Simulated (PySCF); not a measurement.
# Os⁶⁶⁺, Ir⁶⁷⁺, Pt⁶⁸⁺: one-electron levels with spin-orbit coupling

Aim: the binding energies of one electron added to or removed from the closed shells of Os⁶⁶⁺, Ir⁶⁷⁺, Pt⁶⁸⁺, from Koopmans' theorem up to EOM-CCSD.

Program: PySCF 2.14.0. Level of theory: two-component X2C-1e, generalised determinants. These are calculated values, not measurements, unless marked.

### Step 1. The atom as given

* Elements: osmium (Z = 76), iridium (Z = 77), platinum (Z = 78)
* Basis: one for each species, given in its step
* Hamiltonian: two-component X2C-1e, Gaussian nucleus, no Breit or QED terms; spin-orbit coupling, run by run: screened by Boettger's factors
* Core shells frozen in the correlated runs: 1s2 (for Os⁶⁶⁺)
* State 1: Os⁶⁶⁺: [Ne]
* State 2: Ir⁶⁷⁺: [Ne]
* State 3: Pt⁶⁸⁺: [Ne]
* Methods: GHF, GMP2, GCCSD(T), EOM-IP-GCCSD, EOM-EA-GCCSD

The outer shells:

Os66+ [Ne]
```
[He] core
2s [↑↓]
2p [↑↓][↑↓][↑↓]
```

Ir67+ [Ne]
```
[He] core
2s [↑↓]
2p [↑↓][↑↓][↑↓]
```

Pt68+ [Ne]
```
[He] core
2s [↑↓]
2p [↑↓][↑↓][↑↓]
```

A driver program built on PySCF's X2C-1e integrals ran all steps in one process from the settings above; there is no separate input file.

The integrals over 110 functions and the set-up took 0.48 s of CPU time.

### Step 2. Os⁶⁶⁺

Basis: an uncontracted even-tempered set (17 s from 12 bohr⁻², ratio 2.6; 14 p from 16 bohr⁻², ratio 2.6; 6 d from 16 bohr⁻², ratio 2.8; 3 f from 350 bohr⁻², ratio 2.8).

GHF (screened spin-orbit):

The program printed:

```text
cycle= 1 E= -11744.7274039920  delta_E= -1.17e+04  |FDS-SDF|= 0.516
cycle= 2 E= -11744.7340753975  delta_E= -0.00667  |FDS-SDF|= 0.0107
cycle= 3 E= -11744.7340795357  delta_E= -4.14e-06  |FDS-SDF|= 5.86e-05
cycle= 4 E= -11744.7340795358  delta_E= -1.6e-10  |FDS-SDF|= 1.19e-06
```

CPU time 2.8 s on a shared host, the integrals not counted.

Occupied spinors:

```tsv
spinor shell	electrons	mean energy (eV)	weight of the nominal j	rms radius (bohr)
1s1/2	2	-80238.0	1.000	0.0200
2s1/2	2	-18663.1	1.000	0.0795
2p1/2	2	-18166.9	1.000	0.0674
2p3/2	4	-16577.7	1.000	0.0745
```

M_J = 0, ⟨J²⟩ = 0.000, ⟨L²⟩ = 0.039, ⟨S²⟩ = 0.039.

GMP2 (screened spin-orbit):

The driver printed no log here.

CPU time 1.6 s on a shared host, the integrals not counted.

With 8 electrons correlated and 52 very high virtual spinors dropped, the MP2 correlation energy is -0.32760 hartree. Largest pairs: 2p1/2-2p3/2 -0.1079, 2p3/2-2p3/2 -0.1006, 2p3/2-2s1/2 -0.0517, 2p1/2-2s1/2 -0.0282, 2p1/2-2p1/2 -0.0253.

GCCSD(T) (screened spin-orbit):

The program printed:

```text
Init t2, MP2 energy = -0.270999658892614
CCSD nocc = 8, nmo = 60
Init t2, MP2 energy = -0.270999658892614
Init E_corr(GCCSD) = -0.270999658892614
cycle = 1  E_corr(GCCSD) = -0.271838683031488  dE = -0.000839024139  norm(t1,t2) = 0.000113604
cycle = 2  E_corr(GCCSD) = -0.271853080731113  dE = -1.43976996e-05  norm(t1,t2) = 2.15095e-06
cycle = 3  E_corr(GCCSD) = -0.271853292310521  dE = -2.11579408e-07  norm(t1,t2) = 5.40965e-08
cycle = 4  E_corr(GCCSD) = -0.271853291958756  dE = 3.51765062e-10  norm(t1,t2) = 2.61575e-10
GCCSD converged
E(GCCSD) = -11745.00593282779  E_corr = -0.2718532919587556
```

CPU time 14 s on a shared host, the integrals not counted.

In 52 natural virtual spinors the CCSD correlation is -0.27185 hartree, triples -0.00002; MP2 gives -0.27100 in this space and -0.32760 in the full one, and the difference is added. T1 = 0.000.

EOM-IP-GCCSD (screened spin-orbit):

No log was kept for this step.

CPU time 0.96 s on a shared host, the integrals not counted.

One electron is removed; binding energies in eV, the cut virtual space restored at second order:

```tsv
level	Koopmans	second order	EOM-CCSD	weight of the one-particle guess
2s1/2	18663.1	18659.6	18659.7	1.00
2p1/2	18166.9	18164.0	18164.0	1.00
2p3/2	16577.7	16575.8	16575.9	1.00
```

The second-order patch within the EOM-CCSD column is 2s1/2 +0.231, 2p1/2 +0.187, 2p3/2 +0.176 eV.

Tabulated ionisation energy for comparison: 16560 ± 40 eV (theoretical estimate listed by NIST; NIST Atomic Spectra Database, ionization energies).

EOM-EA-GCCSD (screened spin-orbit):

This step left no log, only its results.

CPU time 4.3 s on a shared host, the integrals not counted.

One electron is added; binding energies in eV, the cut virtual space restored at second order:

```tsv
level	Koopmans	second order	EOM-CCSD	weight of the one-particle guess
3s1/2	7612.1	7613.0	7613.0	1.00
3p1/2	7446.1	7447.2	7447.2	1.00
3p3/2	7018.4	7019.3	7019.3	1.00
3d3/2	6821.6	6822.4	6822.4	1.00
3d5/2	6725.2	6725.9	6725.9	1.00
```

The highest levels are limited by the diffuse functions of the basis.

Left out (unbound, of low weight, or above the lowest shell of their l): 4s1/2, 4p1/2, 4p3/2.

The second-order patch within the EOM-CCSD column is 3s1/2 +0.182, 3p1/2 +0.206, 3p3/2 +0.170, 3d3/2 +0.363, 3d5/2 +0.164 eV.

Tabulated ionisation energy for comparison: 7610 ± 30 eV (theoretical estimate listed by NIST; NIST Atomic Spectra Database, ionization energies).

### Step 3. Ir⁶⁷⁺

Basis: an uncontracted even-tempered set (17 s from 13 bohr⁻², ratio 2.6; 14 p from 17 bohr⁻², ratio 2.6; 6 d from 17 bohr⁻², ratio 2.8; 3 f from 360 bohr⁻², ratio 2.8).

GHF (screened spin-orbit):

The program printed:

```text
cycle= 1 E= -12092.6487419749  delta_E= -1.21e+04  |FDS-SDF|= 0.542
cycle= 2 E= -12092.6558695018  delta_E= -0.00713  |FDS-SDF|= 0.0111
cycle= 3 E= -12092.6558738115  delta_E= -4.31e-06  |FDS-SDF|= 6.07e-05
cycle= 4 E= -12092.6558738117  delta_E= -1.73e-10  |FDS-SDF|= 1.24e-06
```

It used 2.8 s of CPU time after the integrals (shared host).

Occupied spinors:

```tsv
spinor shell	electrons	mean energy (eV)	weight of the nominal j	rms radius (bohr)
1s1/2	2	-82645.6	1.000	0.0197
2s1/2	2	-19261.4	1.000	0.0782
2p1/2	2	-18754.8	1.000	0.0662
2p3/2	4	-17066.2	1.000	0.0734
```

M_J = 0, ⟨J²⟩ = 0.000, ⟨L²⟩ = 0.041, ⟨S²⟩ = 0.041.

GMP2 (screened spin-orbit):

The driver printed no log here.

It used 1.5 s of CPU time after the integrals (shared host).

With 8 electrons correlated and 52 very high virtual spinors dropped, the MP2 correlation energy is -0.32885 hartree. Largest pairs: 2p1/2-2p3/2 -0.1083, 2p3/2-2p3/2 -0.1008, 2p3/2-2s1/2 -0.0520, 2p1/2-2s1/2 -0.0285, 2p1/2-2p1/2 -0.0254.

GCCSD(T) (screened spin-orbit):

The program printed:

```text
Init t2, MP2 energy = -0.272054118953188
CCSD nocc = 8, nmo = 60
Init t2, MP2 energy = -0.272054118953188
Init E_corr(GCCSD) = -0.272054118953188
cycle = 1  E_corr(GCCSD) = -0.272877912348671  dE = -0.000823793395  norm(t1,t2) = 0.000110782
cycle = 2  E_corr(GCCSD) = -0.272892019157489  dE = -1.41068088e-05  norm(t1,t2) = 2.06959e-06
cycle = 3  E_corr(GCCSD) = -0.27289222285266  dE = -2.03695171e-07  norm(t1,t2) = 5.13818e-08
cycle = 4  E_corr(GCCSD) = -0.272892222520573  dE = 3.32087025e-10  norm(t1,t2) = 2.45731e-10
GCCSD converged
E(GCCSD) = -12092.92876603423  E_corr = -0.2728922225205727
```

CPU time 12 s on a shared host, the integrals not counted.

In 52 natural virtual spinors the CCSD correlation is -0.27289 hartree, triples -0.00002; MP2 gives -0.27205 in this space and -0.32885 in the full one, and the difference is added. T1 = 0.000.

EOM-IP-GCCSD (screened spin-orbit):

This step left no log, only its results.

It used 1.1 s of CPU time after the integrals (shared host).

One electron is removed; binding energies in eV, the cut virtual space restored at second order:

```tsv
level	Koopmans	second order	EOM-CCSD	weight of the one-particle guess
2s1/2	19261.4	19257.8	19257.9	1.00
2p1/2	18754.8	18751.8	18751.9	1.00
2p3/2	17066.2	17064.4	17064.5	1.00
```

The second-order patch within the EOM-CCSD column is 2s1/2 +0.235, 2p1/2 +0.193, 2p3/2 +0.182 eV.

Tabulated ionisation energy for comparison: 17040 ± 40 eV (theoretical estimate listed by NIST; NIST Atomic Spectra Database, ionization energies).

EOM-EA-GCCSD (screened spin-orbit):

No log was kept for this step.

It used 4.6 s of CPU time after the integrals (shared host).

One electron is added; binding energies in eV, the cut virtual space restored at second order:

```tsv
level	Koopmans	second order	EOM-CCSD	weight of the one-particle guess
3s1/2	7858.0	7858.9	7859.0	1.00
3p1/2	7688.0	7689.0	7689.0	1.00
3p3/2	7232.6	7233.5	7233.5	1.00
3d3/2	7032.8	7033.6	7033.6	1.00
3d5/2	6930.5	6931.1	6931.1	1.00
```

The highest levels are limited by the diffuse functions of the basis.

Left out (unbound, of low weight, or above the lowest shell of their l): 4s1/2, 4p1/2, 4p3/2.

The second-order patch within the EOM-CCSD column is 3s1/2 +0.182, 3p1/2 +0.207, 3p3/2 +0.170, 3d3/2 +0.364, 3d5/2 +0.164 eV.

Tabulated ionisation energy for comparison: 7850 ± 40 eV (theoretical estimate listed by NIST; NIST Atomic Spectra Database, ionization energies).

### Step 4. Pt⁶⁸⁺: the ladder of methods

Basis: an even-tempered Gaussian basis (17 s from 13 bohr⁻², ratio 2.6; 14 p from 17 bohr⁻², ratio 2.6; 6 d from 17 bohr⁻², ratio 2.8; 3 f from 370 bohr⁻², ratio 2.8).

GHF (screened spin-orbit):

The program printed:

```text
cycle= 1 E= -12447.0435992253  delta_E= -1.24e+04  |FDS-SDF|= 0.569
cycle= 2 E= -12447.0512104488  delta_E= -0.00761  |FDS-SDF|= 0.0115
cycle= 3 E= -12447.0512149375  delta_E= -4.49e-06  |FDS-SDF|= 6.29e-05
cycle= 4 E= -12447.0512149377  delta_E= -1.78e-10  |FDS-SDF|= 1.29e-06
```

It used 4.2 s of CPU time after the integrals (shared host).

Occupied spinors:

```tsv
spinor shell	electrons	mean energy (eV)	weight of the nominal j	rms radius (bohr)
1s1/2	2	-85099.5	1.000	0.0193
2s1/2	2	-19872.3	1.000	0.0769
2p1/2	2	-19355.1	1.000	0.0650
2p3/2	4	-17562.2	1.000	0.0724
```

M_J = 0, ⟨J²⟩ = 0.000, ⟨L²⟩ = 0.043, ⟨S²⟩ = 0.043.

GMP2 (screened spin-orbit):

This step left no log, only its results.

It used 2 s of CPU time after the integrals (shared host).

With 8 electrons correlated and 52 very high virtual spinors dropped, the MP2 correlation energy is -0.33010 hartree. Largest pairs: 2p1/2-2p3/2 -0.1086, 2p3/2-2p3/2 -0.1010, 2p3/2-2s1/2 -0.0522, 2p1/2-2s1/2 -0.0287, 2p1/2-2p1/2 -0.0255.

GCCSD(T) (screened spin-orbit):

The program printed:

```text
Init t2, MP2 energy = -0.272917057655014
CCSD nocc = 8, nmo = 60
Init t2, MP2 energy = -0.272917057655014
Init E_corr(GCCSD) = -0.272917057655014
cycle = 1  E_corr(GCCSD) = -0.273726324061903  dE = -0.000809266407  norm(t1,t2) = 0.000107985
cycle = 2  E_corr(GCCSD) = -0.273740120405683  dE = -1.37963438e-05  norm(t1,t2) = 1.98534e-06
cycle = 3  E_corr(GCCSD) = -0.273740316035078  dE = -1.95629395e-07  norm(t1,t2) = 4.85889e-08
cycle = 4  E_corr(GCCSD) = -0.273740315727789  dE = 3.0728825e-10  norm(t1,t2) = 2.29611e-10
GCCSD converged
E(GCCSD) = -12447.32495525338  E_corr = -0.2737403157277893
```

CPU time 16 s on a shared host, the integrals not counted.

In 52 natural virtual spinors the CCSD correlation is -0.27374 hartree, triples -0.00002; MP2 gives -0.27292 in this space and -0.33010 in the full one, and the difference is added. T1 = 0.000.

EOM-IP-GCCSD (screened spin-orbit):

The driver printed no log here.

It used 1 s of CPU time after the integrals (shared host).

One electron is removed; binding energies in eV, the cut virtual space restored at second order:

```tsv
level	Koopmans	second order	EOM-CCSD	weight of the one-particle guess
2s1/2	19872.3	19868.8	19868.8	1.00
2p1/2	19355.1	19352.1	19352.2	1.00
2p3/2	17562.2	17560.4	17560.4	1.00
```

The second-order patch within the EOM-CCSD column is 2s1/2 +0.233, 2p1/2 +0.190, 2p3/2 +0.179 eV.

Tabulated ionisation energy for comparison: 17540 ± 50 eV (theoretical estimate listed by NIST; NIST Atomic Spectra Database, ionization energies).

EOM-EA-GCCSD (screened spin-orbit):

No log was kept for this step.

CPU time 5.3 s on a shared host, the integrals not counted.

One electron is added; binding energies in eV, the cut virtual space restored at second order:

```tsv
level	Koopmans	second order	EOM-CCSD	weight of the one-particle guess
3s1/2	8107.9	8108.8	8108.8	1.00
3p1/2	7934.4	7935.5	7935.5	1.00
3p3/2	7450.4	7451.3	7451.3	1.00
3d3/2	7247.1	7247.9	7247.9	1.00
3d5/2	7138.5	7139.2	7139.2	1.00
```

The highest levels are limited by the diffuse functions of the basis.

Left out (unbound, of low weight, or above the lowest shell of their l): 4s1/2, 4p1/2, 4p3/2.

The second-order patch within the EOM-CCSD column is 3s1/2 +0.185, 3p1/2 +0.210, 3p3/2 +0.171, 3d3/2 +0.367, 3d5/2 +0.166 eV.

Tabulated ionisation energy for comparison: 8100 ± 40 eV (theoretical estimate listed by NIST; NIST Atomic Spectra Database, ionization energies).

### Step 5. Results

```
                          quantity                                                                          value
EOM-IP-GCCSD on Os⁶⁶⁺, level 2p3/2  Koopmans 16577.7, EOM-CCSD 16575.9 eV; tabulated ionisation energy 16560 ± 40
EOM-EA-GCCSD on Os⁶⁶⁺, level 3s1/2     Koopmans 7612.1, EOM-CCSD 7613.0 eV; tabulated ionisation energy 7610 ± 30
EOM-IP-GCCSD on Ir⁶⁷⁺, level 2p3/2  Koopmans 17066.2, EOM-CCSD 17064.5 eV; tabulated ionisation energy 17040 ± 40
EOM-EA-GCCSD on Ir⁶⁷⁺, level 3s1/2     Koopmans 7858.0, EOM-CCSD 7859.0 eV; tabulated ionisation energy 7850 ± 40
EOM-IP-GCCSD on Pt⁶⁸⁺, level 2p3/2  Koopmans 17562.2, EOM-CCSD 17560.4 eV; tabulated ionisation energy 17540 ± 50
```

In words: For 2p3/2 on Os⁶⁶⁺ the EOM-CCSD value differs from the tabulated one (theoretical) by +15.90 eV, within its uncertainty. For 3s1/2 on Os⁶⁶⁺ the EOM-CCSD value differs from the tabulated one (theoretical) by +3.03 eV, within its uncertainty. All values hold for this basis alone; no basis-set limit was taken.
